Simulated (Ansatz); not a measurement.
# AlFH₄SSi, SMILES [F][Al]([SiH3])[SH]: a rigid scan of one bond angle

Program: the Python package of Ansatz (0.2.0).

`bend_alfh4ssi.py`:
```python
'''Bending curve of AlFH4SSi.'''

import ansatz as az
from ase import Atoms

atoms = Atoms(['F', 'Al', 'Si', 'S', 'H', 'H', 'H', 'H'], positions=[
    (1.788, -1.9731, 0.4911),
    (0.2312, -0.9551, 0.3149),
    (0.3374, 1.382, -0.028),
    (-1.7168, -1.9534, 0.4115),
    (-0.2701, 1.7234, -1.3073),
    (-0.3178, 2.0858, 1.0862),
    (1.8091, 1.7916, -0.0415),
    (-1.7688, -2.1583, -0.9827),
])

# relax first, so that the scan starts from a minimum
first = az.Crystal.molecule_from_ase(atoms).calculation()
first = first.basis(gaussian='6-31G*')
first = first.functional('b3lyp', dispersion='d4')
first = first.relax(force_tolerance=0.02, max_steps=80)
atoms.positions = first.run(threads=1).report['positions_ang']

rows = []
for angle in [85, 95, 105, 115, 125, 140, 160]:
    bent = atoms.copy()
    bent.set_angle(1, 3, 7, angle, indices=[7])
    job = (
        az.Crystal.molecule_from_ase(bent).calculation()
        .basis(gaussian='6-31G*')
        .functional('b3lyp', dispersion='d4')
    )
    rows.append((angle, job.run(threads=1).report['free_energy_ev']))
floor = min(e for _, e in rows)
for angle, e in rows:
    print(f'angle Al1-S3-H7 = {angle:3d} deg   {1000 * (e - floor):9.1f} meV')
```

Running `python bend_alfh4ssi.py` prints:
```text
angle Al1-S3-H7 =  85 deg        39.7 meV
angle Al1-S3-H7 =  95 deg         0.0 meV
angle Al1-S3-H7 = 105 deg        39.7 meV
angle Al1-S3-H7 = 115 deg       151.0 meV
angle Al1-S3-H7 = 125 deg       322.0 meV
angle Al1-S3-H7 = 140 deg       652.2 meV
angle Al1-S3-H7 = 160 deg      1094.0 meV
```

Reading the output:
- The scan is rigid, and the energies are electronic, in a modest basis. The zero is the lowest point of the grid, which needn't be the minimum.
- b3lyp holds the VWN-RPA fit, as in Gaussian; the form of ORCA and Turbomole is b3lyp5.
- Timing: 69 s on 1 thread of Arm Neoverse V2, on a shared host, peak memory 0.23 GiB.
